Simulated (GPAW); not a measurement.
Crystal: NiMoIrPdW.

```
CELL_PARAMETERS angstrom
4.11705 0.00000 0.00000
-2.05853 3.56547 0.00000
0.00000 0.00000 5.44580
ATOMIC_POSITIONS crystal
Ni 0.00000 0.00000 0.95775
Mo 0.66667 0.33333 0.96161
Pd 0.66667 0.33333 0.46295
Ir 0.33333 0.66667 0.72572
W 0.33333 0.66667 0.23642
```

The cell was built by a generator and needn't be a form met in nature.

Base run:

| Property | Result |
| --- | --- |
| Program | GPAW 26.7.0 |
| Functional | SCAN |
| Potentials or basis | GPAW PAW data sets (gpaw-data 1.2.1) |
| Cutoff | 600 eV |
| Basis | pw |
| k mesh | 5 × 5 × 4 |
| Occupations | fermi-dirac, width 0.05 eV |
| Spin | collinear spin, ferromagnetic start |
| Starting moments | [1.0, 1.0, 0.0, 0.6, 0.0] μB |

Its results: pressure -8.6 GPa; net moment 0.00 μB per cell; largest force 0.301 eV/Å.

The run is repeated on the same cell with these changes: functional from SCAN to TPSS. What comes out?

Pressure -4.5 GPa; net moment 0.00 μB per cell; largest force 0.233 eV/Å.

Caveats: the stock nickel data set gives pressures a few GPa off other programs; the PAW data sets were made with another functional, which shifts forces and pressure a little.
